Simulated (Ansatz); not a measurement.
**C4H7InO: up Jacob's ladder to CCSD(T)**

Aim: compute C4H7InO with functionals from several rungs and with coupled cluster. The yardstick is the atomisation energy at the CCSD(T) limit.

The runs use Ansatz 0.2.0, Gaussian basis; functionals in def2-TZVPP, the program's frozen cores in correlated methods.

Plan: LDA (SPW92), PBE-D4, revPBE-D4, BLYP-D4, r2SCAN-D4, B97M-V, PBE0-D4, B3LYP-D4, r2SCANh-D4, r2SCAN0-D4, HSE06-D4, BHLYP-D4, CAM-B3LYP-D4, LC-ωPBE, ωB97X-V, ωB97M-V, B2PLYP, PBE-QIDH; CCSD(T)/def2-SVP; CCSD(T)/def2-TZVPP; MP2/def2-QZVPP; extrapolation to the limit; RPA on PBE.

## (1) The relaxed structure

All runs share one geometry, relaxed beforehand with PBE0-D4 in a triple-zeta def2 set. In takes the def2 core potential; no spin-orbit term is included.

SMILES `C=C=C[O][InH][CH3]`, 13 atoms, charge 0, spin multiplicity 1.

Atoms are counted from 1 here; the program's logs count them from 0.

Bond lengths: C1–C2 1.314 Å, C1–H7 1.091 Å, C1–H8 1.090 Å, C2–C3 1.322 Å, C3–O4 1.325 Å, C3–H9 1.091 Å, O4–In5 2.107 Å, In5–C6 2.131 Å, In5–H10 1.707 Å, C6–H11 1.090 Å, C6–H12 1.090 Å, C6–H13 1.091 Å. Angles: C2–C1–H7 122.1°, C2–C1–H8 122.0°, H7–C1–H8 115.9°, C1–C2–C3 170.8°, C2–C3–O4 122.1°, C2–C3–H9 120.7°, O4–C3–H9 117.2°, C3–O4–In5 103.5°, O4–In5–C6 108.8°, O4–In5–H10 110.0°, C6–In5–H10 139.6°, In5–C6–H11 108.4°, In5–C6–H12 111.1°, In5–C6–H13 110.1°, H11–C6–H12 109.6°, H11–C6–H13 108.9°, H12–C6–H13 108.6°.

## (2) LDA

This LDA is Slater exchange with PW92 correlation.

File in.yaml:

```yaml
crystal:
  periodic: [false, false, false]
  atoms:
    - {symbol: C, position_ang: [1.146698, -1.632309, -0.407977]}
    - {symbol: C, position_ang: [0.042532, -1.606758, 0.303276]}
    - {symbol: C, position_ang: [-1.125082, -1.420558, 0.894025]}
    - {symbol: O, position_ang: [-1.900284, -0.383588, 0.611859]}
    - {symbol: In, position_ang: [-0.769219, 0.706178, -0.792170]}
    - {symbol: C, position_ang: [0.382542, 2.170250, 0.243036]}
    - {symbol: H, position_ang: [2.072154, -1.174778, -0.056588]}
    - {symbol: H, position_ang: [1.209307, -2.161823, -1.359200]}
    - {symbol: H, position_ang: [-1.486588, -2.122487, 1.647055]}
    - {symbol: H, position_ang: [-1.305958, 0.355606, -2.374583]}
    - {symbol: H, position_ang: [0.620429, 1.783459, 1.233778]}
    - {symbol: H, position_ang: [1.304607, 2.394727, -0.293585]}
    - {symbol: H, position_ang: [-0.191157, 3.092072, 0.351074]}
basis:
  gaussian: {orbitals: def2-TZVPP}
hamiltonian: {xc: lda}
output: {orbitals: {seedname: orbitals}}
```

Launch:

```console
ansatz run in.yaml --threads 2 --pin off --events-out ev --progress --plain --max-ram 32768MiB --backend cuda --devices 0, --max-vram 18GiB
```

Further steps of the session: PBE-D4 (GGA); revPBE-D4 (GGA); BLYP-D4 (GGA); r2SCAN-D4 (meta-GGA); B97M-V (meta-GGA); B3LYP-D4 (hybrid); r2SCANh-D4 (hybrid); r2SCAN0-D4 (hybrid); HSE06-D4 (hybrid); BHLYP-D4 (hybrid); CAM-B3LYP-D4 (range-separated); LC-ωPBE (range-separated); ωB97X-V (range-separated); ωB97M-V (range-separated); B2PLYP (double hybrid); PBE-QIDH (double hybrid); CCSD(T) in def2-SVP; CCSD(T) in def2-TZVPP; MP2 in def2-QZVPP; RPA on PBE orbitals.

Q: Predict the results of all the runs planned. Wanted: atomisation energy, CCSD(T)/CBS; farthest beyond LDA; mean size of error, GGA; mean size of error, meta-GGA; mean size of error, hybrid; mean size of error, range-separated; mean size of error, double hybrid; gap, smallest and largest; T1 diagnostic.

**Answer**, as computed:

```
                                quantity                                                                                                                              value
         atomisation energy, CCSD(T)/CBS                                                                                                                    1181.4 kcal/mol
functionals within 11.8 kcal/mol (1.0 %)  revPBE-D4, BLYP-D4, r2SCAN-D4, B97M-V, PBE0-D4, B3LYP-D4, r2SCANh-D4, HSE06-D4, CAM-B3LYP-D4, LC-ωPBE, ωB97X-V, ωB97M-V, PBE-QIDH
                     farthest beyond LDA                                                                                                          BHLYP-D4 (-43.8 kcal/mol)
                 mean size of error, GGA                                                                                                                      11.6 kcal/mol
            mean size of error, meta-GGA                                                                                                                       4.5 kcal/mol
              mean size of error, hybrid                                                                                                                      13.3 kcal/mol
     mean size of error, range-separated                                                                                                                       1.3 kcal/mol
       mean size of error, double hybrid                                                                                                                      11.1 kcal/mol
               gap, smallest and largest                                                                                           3.02 eV (LDA (SPW92)), 9.70 eV (LC-ωPBE)
                           T1 diagnostic                                                                                                                             0.0153
 triples share of the correlation energy                                                                                                                              4.2 %
```

What this shows: The LDA atomisation energy is off by 184.1 kcal/mol (16 %): it overbinds. PBE-D4 is off by +32.0 kcal/mol. Double hybrids carry the basis error of their MP2 part in triple zeta, and no dispersion term here, so their miss is partly the set-up's. The rungs range-separated, meta-GGA, double hybrid, GGA miss on average by less than the doubt on the reference (11.8 kcal/mol), so they tie. The reference freezes the cores and leaves out spin-orbit coupling and excitations past (T), and its outer-core shells are covered unevenly, so misses under about 11.8 kcal/mol can't be ranked. All levels share the lack of spin-orbit coupling, which lowers the free heavy atoms and so the true binding. Hartree-Fock recovers 71 % of the binding; the rest is correlation. CCSD(T) in def2-SVP is off by -60.1 kcal/mol, more than most functionals: a good method in a small basis is no reference. The gap grows from 3.0 to 9.7 eV across the functionals, mostly with the share of exact exchange. Correlated methods include outer-core shells of In, which these sets cover unevenly.
